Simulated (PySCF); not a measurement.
# C₂H₃BBrN: core binding energies at several levels of theory, part 3 of 3

PySCF 2.14.0. Atoms count from 0. Earlier steps stand in the parts before.

## 8. Core-electron binding energies: SCAN, X2C

The job: settings as JSON, then the geometry in Å.

```
{"job": {"kind": "xps", "basis": "def2-TZVP"}, "charge": 0, "multiplicity": 1}
C      2.164142     0.538967     0.107557
C      0.959611     0.415392    -0.011438
B     -0.553908     0.268818    -0.162436
N     -1.214865    -0.920744     0.112669
Br    -1.589978     1.792876    -0.757150
H      3.228090     0.657402     0.211398
H     -0.723793    -1.746925     0.429109
H     -2.216259    -1.026576     0.018226
```

Level: delta-SCF UKS SCAN, def2-TZVP on the ionised atom, pcseg-1 elsewhere, spin-free X2C.

The program printed:

```text
ground state, core basis on atom 0 (C), 115 functions
  cycle   1  E = -2756.19790397  |g| = 5.01e-01
  cycle   2  E = -2756.14427819  |g| = 6.66e-01
  cycle   3  E = -2756.24395221  |g| = 2.49e-01
  cycle   4  E = -2756.26079054  |g| = 5.35e-02
  cycle   5  E = -2756.26144337  |g| = 2.27e-02
  cycle   6  E = -2756.26156697  |g| = 5.88e-03
  cycle   7  E = -2756.26157612  |g| = 1.27e-03
  cycle   8  E = -2756.26157456  |g| = 3.34e-04
  E(ground) = -2756.41546640 Eh
hole in C 1s of atom 0
  cycle   1  E = -2745.00621155  |g| = 1.46e+00
  cycle   2  E = -2740.48280887  |g| = 2.43e+00
  cycle   3  E = -2745.02915761  |g| = 8.78e-01
  cycle   4  E = -2745.31726361  |g| = 6.95e-01
  cycle   5  E = -2745.51845883  |g| = 3.12e-01
  cycle   6  E = -2745.56395085  |g| = 6.28e-02
  cycle   7  E = -2745.56519946  |g| = 5.17e-02
  cycle   8  E = -2745.56698092  |g| = 1.27e-02
  cycle   9  E = -2745.56727089  |g| = 9.06e-03
  cycle  10  E = -2745.56741191  |g| = 6.26e-03
  cycle  11  E = -2745.56751429  |g| = 3.61e-03
  cycle  12  E = -2745.56753777  |g| = 1.14e-03
  cycle  13  E = -2745.56753865  |g| = 4.02e-04
  E(ion) = -2745.71990580 Eh   <S^2> = 0.8462   hole on atom = 1.000   binding energy = 291.041 eV
ground state, core basis on atom 1 (C), 115 functions
  cycle   1  E = -2756.26170825  |g| = 3.91e-02
  cycle   2  E = -2756.25869254  |g| = 1.12e-01
  cycle   3  E = -2756.26209243  |g| = 7.90e-03
  cycle   4  E = -2756.26210786  |g| = 2.17e-03
  cycle   5  E = -2756.26210877  |g| = 6.13e-04
  cycle   6  E = -2756.26210964  |g| = 2.64e-04
  E(ground) = -2756.41619703 Eh
hole in C 1s of atom 1
  cycle   1  E = -2745.02269379  |g| = 1.47e+00
  cycle   2  E = -2739.84662644  |g| = 2.54e+00
  cycle   3  E = -2744.60596320  |g| = 1.11e+00
  cycle   4  E = -2745.40193381  |g| = 5.77e-01
  cycle   5  E = -2745.48678571  |g| = 3.93e-01
  cycle   6  E = -2745.56889280  |g| = 5.42e-02
  cycle   7  E = -2745.57024975  |g| = 4.05e-02
  cycle   8  E = -2745.57137087  |g| = 1.34e-02
  cycle   9  E = -2745.57173018  |g| = 1.04e-02
  cycle  10  E = -2745.57202113  |g| = 6.64e-03
  cycle  11  E = -2745.57217072  |g| = 3.30e-03
  cycle  12  E = -2745.57219220  |g| = 1.66e-03
  cycle  13  E = -2745.57219696  |g| = 5.02e-04
  cycle  14  E = -2745.57219821  |g| = 2.16e-04
  E(ion) = -2745.72414097 Eh   <S^2> = 0.8623   hole on atom = 1.000   binding energy = 290.946 eV
ground state, core basis on atom 2 (B), 115 functions
  cycle   1  E = -2756.25544610  |g| = 4.49e-02
  cycle   2  E = -2756.25271983  |g| = 1.07e-01
  cycle   3  E = -2756.25582157  |g| = 2.04e-02
  cycle   4  E = -2756.25592689  |g| = 5.68e-03
  cycle   5  E = -2756.25593502  |g| = 1.43e-03
  cycle   6  E = -2756.25593661  |g| = 3.52e-04
  E(ground) = -2756.40991904 Eh
hole in B 1s of atom 2
  cycle   1  E = -2748.59358007  |g| = 1.16e+00
  cycle   2  E = -2747.09986244  |g| = 1.86e+00
  cycle   3  E = -2748.69696226  |g| = 6.99e-01
  cycle   4  E = -2748.87397492  |g| = 4.62e-01
  cycle   5  E = -2748.98877546  |g| = 1.18e-01
  cycle   6  E = -2748.99535219  |g| = 6.13e-02
  cycle   7  E = -2748.99763330  |g| = 2.00e-02
  cycle   8  E = -2748.99793508  |g| = 1.01e-02
  cycle   9  E = -2748.99806376  |g| = 6.89e-03
  cycle  10  E = -2748.99817040  |g| = 3.98e-03
  cycle  11  E = -2748.99821746  |g| = 1.66e-03
  cycle  12  E = -2748.99822846  |g| = 1.42e-03
  cycle  13  E = -2748.99823843  |g| = 1.08e-03
  cycle  14  E = -2748.99824601  |g| = 8.14e-04
  cycle  15  E = -2748.99825356  |g| = 3.74e-04
  E(ion) = -2749.15150190 Eh   <S^2> = 0.8162   hole on atom = 1.000   binding energy = 197.512 eV
ground state, core basis on atom 3 (N), 115 functions
  cycle   1  E = -2756.27008458  |g| = 1.44e-02
  cycle   2  E = -2756.27005679  |g| = 1.48e-02
  cycle   3  E = -2756.27010944  |g| = 5.74e-03
  cycle   4  E = -2756.27011248  |g| = 4.96e-03
  cycle   5  E = -2756.27012034  |g| = 8.08e-04
  cycle   6  E = -2756.27012011  |g| = 1.79e-04
  E(ground) = -2756.42138574 Eh
hole in N 1s of atom 3
  cycle   1  E = -2740.66648358  |g| = 1.80e+00
  cycle   2  E = -2739.76143345  |g| = 1.98e+00
  cycle   3  E = -2741.07377353  |g| = 6.97e-01
  cycle   4  E = -2741.09780307  |g| = 6.47e-01
  cycle   5  E = -2741.33315259  |g| = 1.55e-01
  cycle   6  E = -2741.34567755  |g| = 5.78e-02
  cycle   7  E = -2741.34769089  |g| = 1.14e-02
  cycle   8  E = -2741.34777363  |g| = 4.74e-03
  cycle   9  E = -2741.34778738  |g| = 1.84e-03
  cycle  10  E = -2741.34779007  |g| = 5.82e-04
  cycle  11  E = -2741.34779097  |g| = 2.50e-04
  E(ion) = -2741.49751797 Eh   <S^2> = 0.7632   hole on atom = 1.000   binding energy = 406.099 eV
```

Run time: 17 s. Hardware: 1 thread of Arm Neoverse V1, shared host; peak memory 0.52 GiB.

The holes in one table. −ε is the ground-state orbital energy:

```csv
hole,stands for,environment,ΔSCF (eV),−ε (eV),⟨S²⟩
C1s on C0,C0,terminal alkyne carbon,291.04,273.9,0.846
C1s on C1,C1,alkyne carbon,290.95 (doubtful),273.4,0.862
B1s on B2,B2,"boron bonded to C, Br, N",197.51,181.6,0.816
N1s on N3,N3,"nitrogen bonded to B, 2 H",406.10,386.4,0.763
```

Doubtful: the ion did not converge, its hole moved, or its ⟨S²⟩ is well above 0.75. Rows just under that mark are hardly safer.

## 9. Core holes by ΔSCF: SCAN, non-relativistic

The job, as its differences from that of step 8:

```diff
@@ -1,2 +1,2 @@
-{"job": {"kind": "xps", "basis": "def2-TZVP"}, "charge": 0, "multiplicity": 1}
+{"job": {"kind": "xps", "x2c": false}, "charge": 0, "multiplicity": 1}
 C      2.164142     0.538967     0.107557
```

Method: delta-SCF UKS SCAN, pcX-2 on the ionised atom, pcseg-1 elsewhere, non-relativistic.

The program printed:

```text
ground state, core basis on atom 0 (C), 129 functions
  cycle   1  E = -2731.33831749  |g| = 4.99e-01
  cycle   2  E = -2731.27822970  |g| = 6.78e-01
  cycle   3  E = -2731.38206152  |g| = 2.45e-01
  cycle   4  E = -2731.39826841  |g| = 5.86e-02
  cycle   5  E = -2731.39898477  |g| = 2.81e-02
  cycle   6  E = -2731.39918981  |g| = 5.63e-03
  cycle   7  E = -2731.39919491  |g| = 1.28e-03
  cycle   8  E = -2731.39919254  |g| = 2.80e-04
  E(ground) = -2731.55072035 Eh
hole in C 1s of atom 0
  cycle   1  E = -2720.14553577  |g| = 1.50e+00
  cycle   2  E = -2715.59199974  |g| = 2.60e+00
  cycle   3  E = -2720.22423432  |g| = 8.62e-01
  cycle   4  E = -2720.45265670  |g| = 7.42e-01
  cycle   5  E = -2720.67986277  |g| = 3.02e-01
  cycle   6  E = -2720.72107096  |g| = 6.80e-02
  cycle   7  E = -2720.72212165  |g| = 5.88e-02
  cycle   8  E = -2720.72438352  |g| = 1.41e-02
  cycle   9  E = -2720.72466285  |g| = 1.10e-02
  cycle  10  E = -2720.72482240  |g| = 6.57e-03
  cycle  11  E = -2720.72494064  |g| = 3.07e-03
  cycle  12  E = -2720.72495752  |g| = 1.21e-03
  cycle  13  E = -2720.72495792  |g| = 2.76e-04
  E(ion) = -2720.87527763 Eh   <S^2> = 0.8551   hole on atom = 1.000   binding energy = 290.494 eV
ground state, core basis on atom 1 (C), 129 functions
  cycle   1  E = -2731.39902195  |g| = 5.21e-02
  cycle   2  E = -2731.39650583  |g| = 1.03e-01
  cycle   3  E = -2731.39916787  |g| = 2.62e-02
  cycle   4  E = -2731.39934196  |g| = 7.70e-03
  cycle   5  E = -2731.39935962  |g| = 7.55e-04
  cycle   6  E = -2731.39935890  |g| = 2.37e-04
  E(ground) = -2731.55102518 Eh
hole in C 1s of atom 1
  cycle   1  E = -2720.16161661  |g| = 1.50e+00
  cycle   2  E = -2714.92802812  |g| = 2.70e+00
  cycle   3  E = -2719.85115917  |g| = 1.06e+00
  cycle   4  E = -2720.54544662  |g| = 6.19e-01
  cycle   5  E = -2720.65669749  |g| = 3.69e-01
  cycle   6  E = -2720.72410184  |g| = 7.26e-02
  cycle   7  E = -2720.72661384  |g| = 4.49e-02
  cycle   8  E = -2720.72801635  |g| = 1.57e-02
  cycle   9  E = -2720.72841201  |g| = 1.15e-02
  cycle  10  E = -2720.72869183  |g| = 6.95e-03
  cycle  11  E = -2720.72883823  |g| = 3.38e-03
  cycle  12  E = -2720.72886173  |g| = 1.57e-03
  cycle  13  E = -2720.72886722  |g| = 4.73e-04
  E(ion) = -2720.87870791 Eh   <S^2> = 0.8706   hole on atom = 1.000   binding energy = 290.409 eV
ground state, core basis on atom 2 (B), 129 functions
  cycle   1  E = -2731.39062454  |g| = 5.06e-02
  cycle   2  E = -2731.38848407  |g| = 9.58e-02
  cycle   3  E = -2731.39080939  |g| = 2.98e-02
  cycle   4  E = -2731.39101411  |g| = 1.22e-02
  cycle   5  E = -2731.39105772  |g| = 1.95e-03
  cycle   6  E = -2731.39105758  |g| = 4.70e-04
  E(ground) = -2731.54348035 Eh
hole in B 1s of atom 2
  cycle   1  E = -2723.72840922  |g| = 1.18e+00
  cycle   2  E = -2722.14419679  |g| = 2.01e+00
  cycle   3  E = -2723.88752417  |g| = 6.48e-01
  cycle   4  E = -2723.99636426  |g| = 5.03e-01
  cycle   5  E = -2724.13719183  |g| = 1.17e-01
  cycle   6  E = -2724.14342101  |g| = 6.58e-02
  cycle   7  E = -2724.14595124  |g| = 2.51e-02
  cycle   8  E = -2724.14633093  |g| = 1.10e-02
  cycle   9  E = -2724.14644061  |g| = 6.61e-03
  cycle  10  E = -2724.14652098  |g| = 3.66e-03
  cycle  11  E = -2724.14656527  |g| = 1.61e-03
  cycle  12  E = -2724.14657667  |g| = 1.38e-03
  cycle  13  E = -2724.14658906  |g| = 1.03e-03
  cycle  14  E = -2724.14659607  |g| = 7.56e-04
  cycle  15  E = -2724.14660253  |g| = 3.44e-04
  E(ion) = -2724.29758122 Eh   <S^2> = 0.8211   hole on atom = 1.000   binding energy = 197.171 eV
ground state, core basis on atom 3 (N), 129 functions
  cycle   1  E = -2731.40777549  |g| = 4.54e-02
  cycle   2  E = -2731.40773977  |g| = 1.69e-02
  cycle   3  E = -2731.40766695  |g| = 2.29e-02
  cycle   4  E = -2731.40779876  |g| = 1.01e-02
  cycle   5  E = -2731.40782589  |g| = 7.06e-04
  cycle   6  E = -2731.40782258  |g| = 2.16e-04
  E(ground) = -2731.55666954 Eh
hole in N 1s of atom 3
  cycle   1  E = -2715.80883256  |g| = 1.86e+00
  cycle   2  E = -2714.84103096  |g| = 2.18e+00
  cycle   3  E = -2716.27764555  |g| = 6.45e-01
  cycle   4  E = -2716.23215963  |g| = 6.76e-01
  cycle   5  E = -2716.49667182  |g| = 1.52e-01
  cycle   6  E = -2716.50839923  |g| = 5.98e-02
  cycle   7  E = -2716.51055247  |g| = 1.19e-02
  cycle   8  E = -2716.51064010  |g| = 4.60e-03
  cycle   9  E = -2716.51065367  |g| = 2.00e-03
  cycle  10  E = -2716.51065579  |g| = 6.23e-04
  cycle  11  E = -2716.51065524  |g| = 2.47e-04
  E(ion) = -2716.65824231 Eh   <S^2> = 0.7641   hole on atom = 1.000   binding energy = 405.407 eV
```

It took 18 s on 1 thread of Arm Neoverse V1, shared host; peak memory 0.52 GiB.

Binding energies by hole, beside the orbital energy of the ground state; the difference holds orbital relaxation and, for a density functional, its self-interaction error:

```csv
hole,stands for,environment,ΔSCF (eV),−ε (eV),⟨S²⟩
C1s on C0,C0,terminal alkyne carbon,290.49 (doubtful),273.9,0.855
C1s on C1,C1,alkyne carbon,290.41 (doubtful),273.5,0.871
B1s on B2,B2,"boron bonded to C, Br, N",197.17,181.6,0.821
N1s on N3,N3,"nitrogen bonded to B, 2 H",405.41,386.4,0.764
```

Doubtful: the ion did not converge, its hole moved, or its ⟨S²⟩ is well above 0.75.

## 10. What came out

What follows sums up all 3 parts.

| quantity | value |
| --- | --- |
| B1s binding energies, SCAN/pcX-2 | B2 197.22 eV |
| N1s binding energies, SCAN/pcX-2 | N3 405.62 eV |
| C1s binding energies, B3LYP/pcX-2 | C0 290.76, C1 290.64 eV |
| B1s binding energies, B3LYP/pcX-2 | B2 197.45 eV |
| N1s binding energies, B3LYP/pcX-2 | N3 405.53 eV |
| C1s binding energies, PBE0/pcX-2 | C0 290.24, C1 290.14 eV |
| B1s binding energies, PBE0/pcX-2 | B2 196.87 eV |
| N1s binding energies, PBE0/pcX-2 | N3 405.08 eV |
| C1s binding energies, PBE/pcX-2 | C0 289.72, C1 289.66 eV |
| B1s binding energies, PBE/pcX-2 | B2 196.21 eV |
| N1s binding energies, PBE/pcX-2 | N3 404.69 eV |
| N1s binding energies, HF/pcX-2 | N3 405.30 eV |
| C1s binding energies, SCAN/pcX-1 (standing for 1 of 2 atoms) | C0 290.66 eV |
| B1s binding energies, SCAN/pcX-1 | B2 197.23 eV |
| N1s binding energies, SCAN/pcX-1 | N3 405.64 eV |
| C1s binding energies, SCAN/def2-TZVP (standing for 1 of 2 atoms) | C0 291.04 eV |
| B1s binding energies, SCAN/def2-TZVP | B2 197.51 eV |
| N1s binding energies, SCAN/def2-TZVP | N3 406.10 eV |
| B1s binding energies, SCAN/pcX-2, non-relativistic | B2 197.17 eV |
| N1s binding energies, SCAN/pcX-2, non-relativistic | N3 405.41 eV |

What this shows: Single values in the summary come from the first sound run of each kind (SCAN/pcX-2), which need not be the best level. At B3LYP/pcX-2: The C1s levels kept as sound span 0.12 eV, from C1 (alkyne carbon) up to C0 (terminal alkyne carbon). At PBE0/pcX-2: C0 (terminal alkyne carbon) binds its C1s electron 0.10 eV more tightly than C1 (alkyne carbon). At PBE/pcX-2: the C1s levels computed lie within 0.05 eV of one another, too close to rank.
